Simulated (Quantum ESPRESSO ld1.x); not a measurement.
# Os⁺ in [Xe] 4f14 5d6 6s1: an all-electron calculation

What are the levels of the osmium ion Os+, how large are its shells, and how does its energy divide?

The numbers are computed with Quantum ESPRESSO ld1.x 7.5 (Dirac Kohn-Sham, PBE, spin-unpolarised, spherical densities, point nucleus; open shells are shared between the two j in proportion to 2j + 1), except any that are marked as measured or tabulated.

**1. The system**

* element: osmium (Z = 76)
* charge: +1
* electrons: 75
* configuration: [Xe] 4f14 5d6 6s1

Outer shells as boxes (Hund's rule):

Os⁺
```
[Xe] core
4f [↑↓][↑↓][↑↓][↑↓][↑↓][↑↓][↑↓]
5d [↑↓][↑ ][↑ ][↑ ][↑ ]
6s [↑ ]
```

**2. The run**

File ld1.in:

```fortran
 &input
    atom='Os',
    iswitch=1,
    rel=2,
    dft='PBE',
    config='[Xe] 4f14 5d6 6s1',
    rel_dist='average',
    verbosity='high',
    lsmall=.true.,
    prefix='ld1',
    max_out_wfc=37,
    file_charge='ld1.rho',
 /
```

Q: Predict the outcome of this run.

The runs gave:

| quantity | value |
| --- | --- |
| total energy | -17281.42 hartree |
| exchange-correlation share of it | 1.97 % |
| −T/E | 1.1355 |
| highest occupied level | 6s1/2, -13.143 eV |
| most extended occupied level | 6s1/2, <r> = 2.78 bohr |
| radius at density 0.001 e/bohr³ | 4.17 bohr |
| maxima of the radial density | 4 |
| ionisation energy, NIST | 17 (semi-emp.) eV |

What this shows: 6 principal shells are occupied and 4 maxima appear in the radial density; where shells overlap, one shows as a shoulder or not at all. −T/E is 1.136: with relativity the kinetic term as defined here no longer equals −E. Minus the highest eigenvalue, 13.143 eV, is 77 % of the tabulated ionisation energy (17 eV); the potential of a semilocal functional falls off too fast, so its top eigenvalue is too shallow. Spin polarisation and multiplet splitting are left out. Sharing an open shell by 2j + 1 raises it above the true ground level by a part of the spin-orbit splitting, which enters the differences from NIST.
